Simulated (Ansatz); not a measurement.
Geometry optimisation, DFT PBE, scalar-relativistic, plane waves, PAW (Ansatz).

input.yaml

```yaml
crystal:
  lattice:
    - [5.654684, 0.0, 0.0]
    - [-2.827342, 4.8971, 0.0]
    - [0.0, 0.0, 18.721663]
  atoms:
    - { symbol: Ba, position: [0.0, 0.0, 0.0534141] }
    - { symbol: Ti, position: [0.3333333, 0.6666667, 0.1113574] }
    - { symbol: O, position: [0.4971, 0.9942, 0.0586895] }
    - { symbol: O, position: [0.0058, 0.5029, 0.0586895] }
    - { symbol: O, position: [0.4971, 0.5029, 0.0586895] }
    - { symbol: Ba, position: [0.6666667, 0.3333333, 0.177251] }
    - { symbol: Ti, position: [0.0, 0.0, 0.2351943] }
    - { symbol: O, position: [0.1637667, 0.3275333, 0.1825265] }
    - { symbol: O, position: [0.6724667, 0.8362333, 0.1825265] }
    - { symbol: O, position: [0.1637667, 0.8362333, 0.1825265] }
    - { symbol: Ba, position: [0.3333333, 0.6666667, 0.301088] }
    - { symbol: Ti, position: [0.6666667, 0.3333333, 0.3590313] }
    - { symbol: O, position: [0.8304333, 0.6608667, 0.3063634] }
    - { symbol: O, position: [0.3391333, 0.1695667, 0.3063634] }
    - { symbol: O, position: [0.8304333, 0.1695667, 0.3063634] }
    - { symbol: "N", position: [0.3433511, 0.915846, 0.4386182], spin: 1.0 }
    - { symbol: H, position: [0.19063, 0.7892605, 0.4706667] }
    - { symbol: H, position: [0.4960723, 1.0424315, 0.4706667] }
magnetization:
  spin_polarized: true
basis:
  ecutwfc: 420.0
kpoints:
  mp_grid: { grid: [2, 2, 1] }
hamiltonian:
  xc: pbe
scf:
  occupations: { method: gaussian, width: 0.05 }
  lower_state_search: "off"
relax:
  f_tol: 0.03
  max_steps: 60
  adjacent_minimum: "off"
  constraints: [{ sites: [0, 1, 2, 3, 4] }]
output:
  write_density: true
  write_potential: true
  elf: true
  volumetric_format: npy
```

Run as:

```bash
$ ansatz run input.yaml --threads 2 --pin off --max-ram 5120MiB --backend cpu --events-out ev --progress --plain --runs-dir out
```

Q: Where does it end, and by what steps?

A: It converged. The force dipped under the threshold on the way, but the program's further checks kept it going. Limits of this set-up: coarse k mesh, thin slab, slab without dipole correction, a typed lattice constant that wasn't relaxed here. After 20 steps the energy has fallen by 3.065 eV; H17 moved furthest, 2.30 Å. Parted: Ba11–N16 (2.92 → 4.17 Å).

```
step  energy less start (eV)  largest force component (eV/Å)  accepted
   0                  0.0000                           4.337       yes
   1                 -1.4188                           1.748       yes
   2                 -2.0472                           1.292       yes
   3                 -2.4361                           1.766       yes
   4                 -2.6912                           1.017       yes
   5                 -2.8267                           0.405       yes
   6                 -2.8945                           0.265       yes
   7                 -2.9340                           0.198       yes
   8                 -2.9626                           0.224       yes
   9                 -2.9900                           0.176       yes
  10                 -3.0140                           0.229       yes
  11                 -3.0354                           0.173       yes
  12                 -3.0525                           0.156       yes
  13                 -3.0607                           0.291       yes
  14                 -3.0556                           0.425        no
  15                 -3.0460                           0.762        no
  16                 -3.0641                           0.127       yes
  17                 -3.0630                           0.255        no
  18                 -3.0650                           0.024       yes
  19                 -3.0651                           0.039       yes
  20                 -3.0653                           0.021       yes
```

```xyz
18
Lattice="5.6547 0.0000 0.0000 -2.8273 4.8971 0.0000 0.0000 0.0000 18.7217" Properties=species:S:1:pos:R:3
Ba 0.000 0.000 1.000
Ti 0.000 3.265 2.085
O 0.000 4.869 1.099
O -1.389 2.463 1.099
O 1.389 2.463 1.099
Ba 2.829 1.638 3.179
Ti -0.001 -0.001 4.484
O 0.003 1.607 3.509
O 1.439 4.097 3.520
O -1.434 4.097 3.520
Ba 0.004 3.280 5.676
Ti 2.828 1.628 6.610
O 2.835 3.301 5.889
O 1.411 0.846 5.855
O 4.259 0.848 5.856
N -0.047 6.292 8.557
H -0.892 6.130 9.104
H 0.737 6.354 9.203
```

Whether the end is a true minimum wasn't checked by a vibrational analysis.

Time of the run: 7.2 min on 2 threads of Intel(R) Xeon(R) 6975P-C (Granite Rapids) (shared host), peak memory 1.2 GiB.
